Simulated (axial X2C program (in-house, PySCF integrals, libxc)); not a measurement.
# InSe: EOM-IP-CCSD levels

Wanted for InSe: EOM-IP-CCSD levels, at the two-component level.

The runs use an in-house X2C program for linear molecules on PySCF integrals; two-component X2C with atomic mean-field terms, In dyall-acv3z, Se dyall-acv3z.

All values are calculated.

**1. Input**

File task.json:

```json
{
 "zs": [
  49,
  34
 ],
 "q": 0,
 "bas": [
  "dyall-acv3z",
  "dyall-acv3z"
 ],
 "r0": 2.43,
 "eom": "ip",
 "rq": -1,
 "thr": -2.0,
 "nmax": 95,
 "grid": [
  1,
  0.96,
  1.045,
  0.92,
  1.09,
  1.15
 ]
}
```

Keys: zs atomic numbers; q charge; bas basis sets; r0 starting distance in Å; eom kind of EOM run; thr threshold in hartree for freezing inner shells (an s shell follows its p shell); nmax most natural virtual spinors; grid distances as factors.

Started as:

```console
$ python soeom.py task.json out
```

Nuclei are Gaussian, cores are contracted, and the Gaunt term is on.

**2. EOM-IP-CCSD at 2.448 Å**

Reference: the closed shell InSe⁻; 20 electrons correlated, 82 virtual spinors; roots sought by Ω: 1/2: 4, 3/2: 3, 5/2: 1.

Output:

```text
two-component X2C + atomic mean field  HF
basis functions 263  fitting functions 1401  grid points 5802
iter        total energy     max residual
   1      -8302.094419256     2.01e+00
   2      -8303.290557428     2.66e-02
   3      -8303.294799297     7.85e-03
   4      -8303.295712424     2.26e-03
   5      -8303.295800577     4.00e-04
   6      -8303.295816113     2.30e-04
   7      -8303.295821668     9.38e-05
   8      -8303.295823250     4.81e-05
   9      -8303.295823545     8.78e-06
  10      -8303.295823553     3.96e-06
  11      -8303.295823555     1.09e-06
converged
one-electron -12202.40690554  Coulomb 3788.82169581  exact exchange -245.67371866  xc functional 0.00000000  nuclear repulsion 360.13449077  atomic mean-field constant -4.17138593
correlated 20  virtual 338  natural virtual 82  E(MP2) -0.669226029  MP2 remainder -0.101180911
iter   CCSD correlation   residual
   1     -0.534731963   1.60e-01
   2     -0.547181258   6.33e-02
   3     -0.550124514   2.36e-02
   4     -0.549819462   8.27e-03
   5     -0.549860138   3.33e-03
   6     -0.549886921   1.12e-03
   7     -0.549878472   3.77e-04
   8     -0.549881126   1.06e-04
   9     -0.549879037   3.98e-05
  10     -0.549879295   1.49e-05
  11     -0.549879049   8.08e-06
  12     -0.549879083   4.06e-06
  13     -0.549879102   1.87e-06
(T) -0.015599337  T1 0.0257  D1 0.0536  max T2 0.053
EOM-IP-CCSD roots
2*Omega      energy/Eh   energy/eV  one-particle weight
    1       0.09671911      2.6319      0.945
    1       0.10797616      2.9382      0.925
    1       0.23338467      6.3507      0.836
    1       0.29580909      8.0494      0.000
    3       0.09966182      2.7119      0.927
    3       0.29400834      8.0004      0.000
    3       0.30778187      8.3752      0.000
    5       0.30794855      8.3797      0.000
```

T1 in the output is the amplitude norm over the root of the electron number; divide by √2 for the Lee–Taylor value.

| Ω | vertical IE (eV) | above lowest (cm⁻¹) | spinor | weight |
| --- | --- | --- | --- | --- |
| 1/2 | 2.632 | 0 | 38% Se pσ, 33% In pσ, 16% In sσ | 0.94 |
| 3/2 | 2.712 | 650 | 77% Se pπ, 12% In pπ, 7% In dπ | 0.93 |
| 1/2 | 2.938 | 2470 | 73% Se pπ, 10% In pπ | 0.93 |
| 1/2 | 6.351 | 29990 | 51% In sσ, 38% Se pσ | 0.84 |

Run time: 20 s. Hardware: 1 thread of Arm Neoverse V1, shared host; peak memory 1.2 GiB.

**3. EOM-IP-CCSD at 2.350 Å**

| Ω | vertical IE (eV) | above lowest (cm⁻¹) | spinor | weight |
| --- | --- | --- | --- | --- |
| 1/2 | 2.591 | 0 | 35% Se pσ, 35% In pσ, 20% In sσ | 0.95 |
| 3/2 | 2.909 | 2560 | 76% Se pπ, 13% In pπ, 7% In dπ | 0.93 |
| 1/2 | 3.125 | 4310 | 75% Se pπ, 12% In pπ, 7% In dπ | 0.93 |
| 1/2 | 6.347 | 30300 | 45% In sσ, 43% Se pσ | 0.84 |

It took 22 s on 1 thread of Arm Neoverse V1, shared host; peak memory 1.2 GiB.

**4. EOM-IP-CCSD at 2.558 Å**

| Ω | vertical IE (eV) | above lowest (cm⁻¹) | spinor | weight |
| --- | --- | --- | --- | --- |
| 3/2 | 2.507 | 0 | 79% Se pπ, 11% In pπ, 6% In dπ | 0.92 |
| 1/2 | 2.606 | 800 | 30% Se pπ, 28% Se pσ, 22% In pσ | 0.94 |
| 1/2 | 2.780 | 2200 | 50% Se pπ, 18% Se pσ, 13% In pσ | 0.93 |
| 1/2 | 6.380 | 31240 | 57% In sσ, 32% Se pσ | 0.83 |

Run time: 21 s. Hardware: 1 thread of Arm Neoverse V1, shared host; peak memory 1.3 GiB.

**5. EOM-IP-CCSD at 2.252 Å**

| Ω | vertical IE (eV) | above lowest (cm⁻¹) | spinor | weight |
| --- | --- | --- | --- | --- |
| 1/2 | 2.511 | 0 | 36% In pσ, 31% Se pσ, 23% In sσ | 0.95 |
| 3/2 | 3.119 | 4910 | 74% Se pπ, 13% In pπ, 7% In dπ | 0.93 |
| 1/2 | 3.335 | 6650 | 74% Se pπ, 13% In pπ, 7% In dπ | 0.93 |
| 1/2 | 6.362 | 31070 | 47% Se pσ, 40% In sσ | 0.85 |

It took 22 s on 1 thread of Arm Neoverse V1, shared host; peak memory 1.3 GiB.

**6. EOM-IP-CCSD at 2.668 Å**

| Ω | vertical IE (eV) | above lowest (cm⁻¹) | spinor | weight |
| --- | --- | --- | --- | --- |
| 3/2 | 2.320 | 0 | 80% Se pπ, 10% In pπ | 0.92 |
| 1/2 | 2.479 | 1280 | 63% Se pπ, 10% Se pσ, 9% In pπ | 0.93 |
| 1/2 | 2.708 | 3130 | 40% Se pσ, 26% In pσ, 18% Se pπ | 0.93 |
| 1/2 | 6.437 | 33200 | 62% In sσ, 26% Se pσ | 0.82 |

Run time: 21 s. Hardware: 1 thread of Arm Neoverse V1, shared host; peak memory 1.3 GiB.

**7. EOM-IP-CCSD at 2.815 Å**

| Ω | vertical IE (eV) | above lowest (cm⁻¹) | spinor | weight |
| --- | --- | --- | --- | --- |
| 3/2 | 2.105 | 0 | 82% Se pπ, 9% In pπ | 0.92 |
| 1/2 | 2.279 | 1400 | 75% Se pπ, 8% In pπ | 0.92 |
| 1/2 | 2.635 | 4270 | 51% Se pσ, 29% In pσ, 8% Se pπ | 0.93 |
| 1/2 | 6.545 | 35810 | 69% In sσ, 20% Se pσ | 0.80 |

It took 24 s on 1 thread of Arm Neoverse V1, shared host; peak memory 1.3 GiB.

**8. Curves of the states**

Energies in eV from the lowest point of the lowest state; states are followed by energy order within each Ω.

| R (Å) | (1)Ω=3/2 | (1)Ω=1/2 | (2)Ω=1/2 | (3)Ω=1/2 |
| --- | --- | --- | --- | --- |
| 2.252 | 0.8726 | 0.2637 | 1.0879 | 4.1156 |
| 2.350 | 0.4290 | 0.1112 | 0.6456 | 3.8678 |
| 2.448 | 0.1682 | 0.0881 | 0.3944 | 3.8070 |
| 2.558 | 0.0278 | 0.1268 | 0.3010 | 3.9008 |
| 2.668 | 0.0000 | 0.1591 | 0.3876 | 4.1165 |
| 2.815 | 0.0877 | 0.2615 | 0.6169 | 4.5271 |

**9. Summary of results**

| quantity | value |
| --- | --- |
| lowest root at 2.448 Å | Ω = 1/2, 2.632 eV |
| next root led by one particle | Ω = 3/2, about 650 cm⁻¹ higher |
| T1 of the reference | 0.018 |

In words: Removing an electron from the reference determinant of InSe⁻ costs 2.63 eV and empties a spinor of 38% Se pσ, 33% In pσ, 16% In sσ. Errors of 0.1 to 0.3 eV are usual at this size, and roots led by higher excitations are left out, so the list is incomplete, and low states of that kind can be missing.
